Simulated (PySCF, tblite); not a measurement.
**C3H12OSi2: geometry, infrared bands and NMR shifts**

Wanted: the infrared bands and NMR shifts of C3H12OSi2 (`CC[SiH2]CO[SiH3]`), by calculation.

Programs: tblite 0.8.0 and PySCF 2.14.0, with density-fitted response routines of our own. Each step states its level of theory. These are calculated values for one molecule in the gas phase, unless marked as measured. Atoms are numbered from 0 throughout.

### 1 Starting geometry

18 atoms, charge 0, multiplicity 1; geometry from: force field or distance geometry start.

Bonds of the start (Å): C0–C1 1.50, C1–Si2 1.88, Si2–C3 1.83, C3–O4 1.39, O4–Si5 1.71, C0–H6 1.13, C0–H7 1.11, C0–H8 1.10, C1–H9 1.12, C1–H10 1.11, Si2–H11 1.50, Si2–H12 1.46, C3–H13 1.11, C3–H14 1.12, Si5–H15 1.48, Si5–H16 1.47, Si5–H17 1.49.

### 2 Geometry optimisation with GFN2-xTB

What the job is given:

```
{"job": {"kind": "relax", "xc": "GFN2-xTB", "basis": "xTB"}, "charge": 0, "multiplicity": 1}
C     -2.320800     1.210300    -0.245800
C     -1.815000    -0.197600    -0.104700
Si    -0.226500    -0.421600    -1.086600
C      0.992700    -1.497800    -0.239500
O      1.750600    -0.860900     0.741000
Si     2.635700     0.417700     0.026000
H     -3.398800     1.215900    -0.567800
H     -2.219300     1.762200     0.706600
H     -1.744000     1.692300    -1.049000
H     -1.687900    -0.502400     0.967200
H     -2.598100    -0.856600    -0.531700
H     -0.661300    -1.039700    -2.377100
H      0.329800     0.892100    -1.406100
H      0.581500    -2.438800     0.170700
H      1.736100    -1.805300    -1.017000
H      3.790800     0.832600     0.854300
H      1.737500     1.582600    -0.054400
H      3.108300     0.021400    -1.327500
```

On the command line:

```console
OMP_NUM_THREADS=1 python probes_run.py task.json out
```

The driver reads the jobs from task.json and runs them one after another.

**Question.** This job is followed by: GFN2-xTB harmonic vibrations, gas phase; GIAO PBE0/pcSseg-1 NMR shielding, non-relativistic, gas phase. Predict these results of the whole session: strongest single infrared mode (GFN2-xTB); zero-point energy (GFN2-xTB); ¹³C shifts against TMS (PBE0/pcSseg-1); ¹H shifts against TMS (PBE0/pcSseg-1, means over atoms taken as alike); ²⁹Si shifts against TMS (PBE0/pcSseg-1); ¹⁷O shifts against H2O (PBE0/pcSseg-1).

The runs gave:

```
                                                              quantity                             value
                             strongest single infrared mode (GFN2-xTB)             2214 cm⁻¹, 453 km/mol
                                          zero-point energy (GFN2-xTB)                     85.7 kcal/mol
                                ¹³C shifts against TMS (PBE0/pcSseg-1)               56.1, 11.2, 4.2 ppm
¹H shifts against TMS (PBE0/pcSseg-1, means over atoms taken as alike)  4.89, 4.06, 3.93, 1.19, 1.07 ppm
                               ²⁹Si shifts against TMS (PBE0/pcSseg-1)                  -40.5, -42.7 ppm
                                ¹⁷O shifts against H2O (PBE0/pcSseg-1)                         -15.1 ppm
```

**Reading.** Relaxing lowered the energy by 1.081 eV in 186 steps; the close pair that moved most is O4–Si5, from 1.712 to 1.612 Å. No mode is imaginary among the 48: a minimum at this level. The strongest single mode, at 2214 cm⁻¹, moves mainly H11. GFN2-xTB is a fitted tight-binding method: band positions and strengths are rough. Its intensities can rank the bands wrongly. The most deshielded carbon is C3 (sp3 CH2 bonded to O and Si), at 56.1 ppm: pulled downfield by the heteroatom. At PBE0/pcSseg-1: The widest tensor belongs to Si5: span 137 ppm, with a paramagnetic part of -491 ppm.
